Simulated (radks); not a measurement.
# Ionisation of Pd³⁺: one atom, several choices of functional

The task here is to estimate one member of a computed series from the others.

The numbers are computed with radks (a radial shooting solver on a logarithmic mesh, Libxc functionals) version 1 (non-relativistic Kohn-Sham, spin-polarised, spherical densities, point nucleus; open shells are filled with parallel spins first), except any that are marked as measured or tabulated.

### Starting point

| Property | Result |
| --- | --- |
| element | palladium (Z = 46) |
| charge | +3 |
| electrons | 43 |
| configuration | [Kr] 4d7 |
| ion | Pd⁴⁺, [Kr] 4d6 |
| choices | Wu-Cohen GGA; HCTH/407; TASK exchange with Perdew-Wang LDA correlation; exchange-only PBE; LDA (Slater exchange, VWN5 correlation); exchange-only r2SCAN |

Outer shells as boxes (Hund's rule):

Pd³⁺
```
[Kr] core
4d [↑↓][↑↓][↑ ][↑ ][↑ ]
```

Pd⁴⁺
```
[Kr] core
4d [↑↓][↑ ][↑ ][↑ ][↑ ]
```

The first run:

Input:

```text
Z 46
configuration [Kr] 4d7
relativity non-relativistic
functional wc,pbe
spin polarised
nucleus point
```

Among the steps run: Wu-Cohen GGA: Pd³⁺; Wu-Cohen GGA: Pd⁴⁺; HCTH/407: Pd³⁺; HCTH/407: Pd⁴⁺; TASK exchange with Perdew-Wang LDA correlation: Pd³⁺; TASK exchange with Perdew-Wang LDA correlation: Pd⁴⁺; exchange-only PBE: Pd³⁺; exchange-only PBE: Pd⁴⁺; LDA (Slater exchange, VWN5 correlation): Pd³⁺; LDA (Slater exchange, VWN5 correlation): Pd⁴⁺; exchange-only r2SCAN: Pd³⁺; exchange-only r2SCAN: Pd⁴⁺.

One table of the session follows, with a row left open; its other results are not shown here.

```
                                    functional  Δ-SCF (eV)  −ε(HOMO) (eV)  <r> HOMO (bohr)
                                  Wu-Cohen GGA      48.228         40.790            1.300
                                      HCTH/407           ?              ?                ?
TASK exchange with Perdew-Wang LDA correlation      47.504         40.250            1.278
                             exchange-only PBE      46.771         39.402            1.313
       LDA (Slater exchange, VWN5 correlation)      48.599         41.137            1.303
                          exchange-only r2SCAN      46.236         39.014            1.304
```

Q: Estimate the row for HCTH/407 from the others.

As computed: Δ-SCF (eV): 48.689; −ε(HOMO) (eV): 41.205; <r> HOMO (bohr): 1.299. In the column «Δ-SCF (eV)» it is the highest.

Relativity is left out here, which matters for elements this heavy. Open shells are spherical and high-spin; term and fine-structure splittings are not resolved.
